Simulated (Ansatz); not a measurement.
# BrGeH2N, SMILES [NH2][Ge][Br]: a short molecular-dynamics run

With Ansatz 0.2.0 through its Python package.

At the Python prompt:
```pycon
>>> import ansatz as az
>>> import numpy as np
>>> brgeh2n = (
...     az.Crystal.molecule()
...     .atom("N", [-0.7869, 0.4467, -0.3214])
...     .atom("Ge", [-0.3549, -0.7927, 0.9306])
...     .atom("Br", [1.9043, -1.1919, 0.7766])
...     .atom("H", [-0.1787, 1.3479, -0.1459])
...     .atom("H", [-0.5339, 0.1164, -1.2813])
... )
>>> job = brgeh2n.calculation()
>>> job = job.basis(gaussian="def2-SVP").functional("b3lyp", dispersion="d3bj")
>>> job = job.md("nve", timestep=0.25, steps=20, temperature=800, initial_velocities="maxwell_boltzmann", seed=95)
>>> frames = []
>>> result = job.session().plan().execute(on_event=lambda e: frames.append(e["data"]) if e["event"] == "md_step" else None)

>>> print("t (fs)   E_pot (eV)      E_kin (eV)   T (K)   d(0-1) (A)")
t (fs)   E_pot (eV)      E_kin (eV)   T (K)   d(0-1) (A)
>>> for f in frames[::2]:
...     xyz = np.array(f["positions_ang"])
...     print(f"{f['time_fs']:6.2f} {f['lagrangian_ev']:14.5f} {f['e_kin_ev']:10.5f} {f['temperature_k']:8.1f} {np.linalg.norm(xyz[0] - xyz[1]):9.4f}")
...
  0.00  -128073.39693    0.31022    800.0    1.8139
  0.50  -128073.40490    0.31816    820.5    1.8156
  1.00  -128073.42447    0.33766    870.8    1.8176
  1.50  -128073.45132    0.36441    939.7    1.8201
  2.00  -128073.47931    0.39228   1011.6    1.8228
  2.50  -128073.50138    0.41424   1068.2    1.8259
  3.00  -128073.51085    0.42363   1092.4    1.8291
  3.50  -128073.50392    0.41673   1074.7    1.8325
  4.00  -128073.48329    0.39627   1021.9    1.8359
  4.50  -128073.45997    0.37319    962.4    1.8393
  5.00  -128073.44924    0.36263    935.2    1.8427
>>> kept = np.array([f["conserved_ev"] for f in frames])
>>> print(f"conserved energy moves by at most {1000 * np.ptp(kept):.3f} meV")
conserved energy moves by at most 0.610 meV
>>> symbols = [site.symbol for site in brgeh2n.cartesian_sites]
>>> with open("last_frame.xyz", "w") as handle:
...     handle.write(f"{len(symbols)}\nt = {frames[-1]['time_fs']} fs\n")
...     handle.writelines("{:2s} {:10.5f} {:10.5f} {:10.5f}\n".format(s, *xyz) for s, xyz in zip(symbols, frames[-1]["positions_ang"]))
...
13
```

`last_frame.xyz`, as written:
```text
5
t = 5.0 fs
N    -0.84733    0.48266   -0.31862
Ge   -0.35948   -0.78781    0.92369
Br    1.92222   -1.20195    0.78365
H    -0.33151    1.29623   -0.28606
H    -0.63253    0.11267   -1.24074
```

Caveats:
- Total energies depend on the basis set; only differences at equal settings carry meaning.
- The trajectory is only some femtoseconds long, so its temperature is not equilibrated; where the script doesn't relax first, it starts from a rough generated geometry.
- b3lyp holds the VWN-RPA fit, as in Gaussian; the form of ORCA and Turbomole is b3lyp5.
- The temperature counts the internal degrees of freedom alone.
- Hardware and time: 39 s on 1 thread of Intel(R) Xeon(R) 6975P-C (Granite Rapids), on a shared host, peak memory 0.27 GiB.

(Lines on the test bed's own set-up are left out of the output.)
